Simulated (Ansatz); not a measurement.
The system is SiF.

```
Si F
1.0
     1.33860    0.77284    3.89831
    -1.33860    0.77284    3.89831
     0.00000   -1.54568    3.89831
Si F
1 1
Cartesian
  0.0000 0.0000 5.8475
  0.0000 0.0000 0.0000
```

The cell was built by a generator and needn't be a form met in nature.

```yaml
Program: Ansatz 0.2.0
Task: relaxation of cell and atoms
Functional: r2SCAN
Potentials_or_basis: Ansatz PAW
Cutoff: "500 eV (not typed: the program's choice for these potentials)"
k_mesh: 12 × 12 × 12
Occupations: fermi-dirac, width 0.05 eV
Spin: no spin polarisation
```

At the start: volume 12.10 Å³/atom.

Problem. Where does the relaxation end?

Solution. It ends after 7 steps and the volume is 11.67 Å³/atom (-3.5 %); space group R-3m (No. 166, to 0.05 Å).

Step by step:
| step | energy change (eV) | largest force (eV/Å) | volume (Å³) |
| --- | --- | --- | --- |
| 1 | 0.0000 | 0.0000 | 24.20 |
| 2 | -0.0096 | 0.0000 | 23.73 |
| 3 | -0.0117 | 0.0000 | 23.27 |
| 4 | -0.0118 | 0.0000 | 23.34 |
| 5 | -0.0112 | 0.0000 | 23.34 |
| 6 | -0.0112 | 0.0000 | 23.35 |
| 7 | -0.0112 | 0.0000 | 23.35 |

Final structure:
```yaml
crystal:
  lattice:
    - [1.31329, 0.75823, 3.90763]
    - [-1.31329, 0.75823, 3.90763]
    - [0.00000, -1.51646, 3.90763]
  atoms:
    - { symbol: Si, position: [0.50000, 0.50000, 0.50000] }
    - { symbol: F, position: [0.00000, 0.00000, 0.00000] }
```

Caveat: the plane-wave basis is chosen anew once the cell has moved, so the energies of steps on either side of that aren't comparable; an odd number of electrons without spin polarisation forces a metal; a magnetic or distorted state may lie lower; the PAW data sets come from PBE, with cores solved anew for the run's functional, which leaves a small shift of forces and pressure.
